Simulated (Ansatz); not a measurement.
# H3ISi: the cost of one run

Method: PBE0-D4/def2-TZVP structures, single points in def2-TZVPP, no counterpoise correction; program: Ansatz 0.2.0, Gaussian basis.

Levels: SPW92, PBE-D4, BLYP-D4, r2SCAN-D4, B97M-V, PBE0-D4, B3LYP-D4, r2SCAN0-D4, BHLYP-D4, CAM-B3LYP-D4, wB97X-V, wB97M-V, B2PLYP, PBE-QIDH, RPA on PBE, Hartree-Fock, MP2, CCSD, CCSD(T).

Correlated methods freeze the cores. Filled d shells of the heavier atoms are correlated. Core potentials replace the inner electrons past krypton, and spin-orbit coupling is left out. B3LYP uses VWN-RPA correlation. B2PLYP carries no dispersion term here.

88 further runs of the same task are left out: 1 that didn't finish, 87 set aside as unsound or not needed.

## 1. Starting geometry

The complex: 19 atoms, charge 0, spin multiplicity 1.

Atoms are counted from 1 here; the program's logs count them from 0.

Bond lengths: Si1–I2 2.440 Å, Si1–H8 1.481 Å, Si1–H9 1.480 Å, Si1–H10 1.481 Å, H3–Si4 1.491 Å, Si4–Si5 2.338 Å, Si4–Si6 2.338 Å, Si4–Si7 2.338 Å, Si5–H11 1.488 Å, Si5–H12 1.488 Å, Si5–H13 1.488 Å, Si6–H14 1.488 Å, Si6–H15 1.488 Å, Si6–H16 1.488 Å, Si7–H17 1.486 Å, Si7–H18 1.488 Å, Si7–H19 1.489 Å. Angles: I2–Si1–H8 108.3°, I2–Si1–H9 108.5°, I2–Si1–H10 108.2°, H8–Si1–H9 110.6°, H8–Si1–H10 110.5°, H9–Si1–H10 110.7°, H3–Si4–Si5 109.3°, H3–Si4–Si6 109.5°, H3–Si4–Si7 110.7°, Si5–Si4–Si6 109.1°, Si5–Si4–Si7 109.0°, Si6–Si4–Si7 109.1°, Si4–Si5–H11 109.3°, Si4–Si5–H12 110.8°, Si4–Si5–H13 110.8°, H11–Si5–H12 108.6°, H11–Si5–H13 108.6°, H12–Si5–H13 108.7° and more.

Coordinates:

```mol
H13ISi5
  3D, bonds by distance, orders not assigned

 19 17  0  0  0  0  0  0  0  0999 V2000
    1.2117   -3.1692    1.1226 Si  0  0
    2.7907   -2.6019   -0.6486 I   0  0
    1.4713    0.4974    0.4197 H   0  0
    0.1396    0.9104   -0.1077 Si  0  0
    0.3290    3.0048   -1.1286 Si  0  0
   -1.3889    1.0528    1.6551 Si  0  0
   -0.6440   -0.6340   -1.6781 Si  0  0
    0.5597   -1.9217    1.5830 H   0  0
    0.2093   -4.1098    0.5733 H   0  0
    1.9669   -3.7988    2.2303 H   0  0
   -1.0008    3.4185   -1.6526 H   0  0
    1.2913    2.9541   -2.2621 H   0  0
    0.7934    4.0273   -0.1525 H   0  0
   -1.5673   -0.2700    2.3139 H   0  0
   -0.9304    2.0323    2.6770 H   0  0
   -2.7078    1.4978    1.1290 H   0  0
    0.2683   -0.7375   -2.8465 H   0  0
   -0.8156   -1.9835   -1.0742 H   0  0
   -1.9768   -0.1693   -2.1530 H   0  0
  1  2  8  0
  1  8  8  0
  1  9  8  0
  1 10  8  0
  3  4  8  0
  4  5  8  0
  4  6  8  0
  4  7  8  0
  5 11  8  0
  5 12  8  0
  5 13  8  0
  6 14  8  0
  6 15  8  0
  6 16  8  0
  7 17  8  0
  7 18  8  0
  7 19  8  0
M  END
```

Its parts: SiH₃I holds atoms 1, 2, 8, 9, 10; Si₄H₁₀ holds atoms 3, 4, 5, 6, 7, 11, 12, 13, 14, 15, 16, 17, 18, 19. Each part counts its atoms afresh in its own runs.

## 2. Relaxing SiH₃I alone

File relax-a/in.yaml:

```yaml
crystal:
  periodic: [false, false, false]
  atoms:
    - {symbol: Si, position_ang: [1.211706, -3.169158, 1.122634]}
    - {symbol: I, position_ang: [2.790746, -2.601868, -0.648601]}
    - {symbol: H, position_ang: [0.559721, -1.921654, 1.582969]}
    - {symbol: H, position_ang: [0.209314, -4.109787, 0.573285]}
    - {symbol: H, position_ang: [1.966868, -3.798764, 2.230271]}
basis:
  gaussian: {orbitals: def2-TZVP}
hamiltonian: {xc: pbe0, dispersion: d4}
relax: {f_tol: 0.005, max_steps: 200}
```

Launch:

```console
$ ansatz run in.yaml --threads 4 --pin off --events-out ev --progress --plain --max-ram 41984MiB --backend cpu
```

**Question.** How long does this run take on 4 threads of AMD EPYC 7R13, shared host?

About 3.3 s.
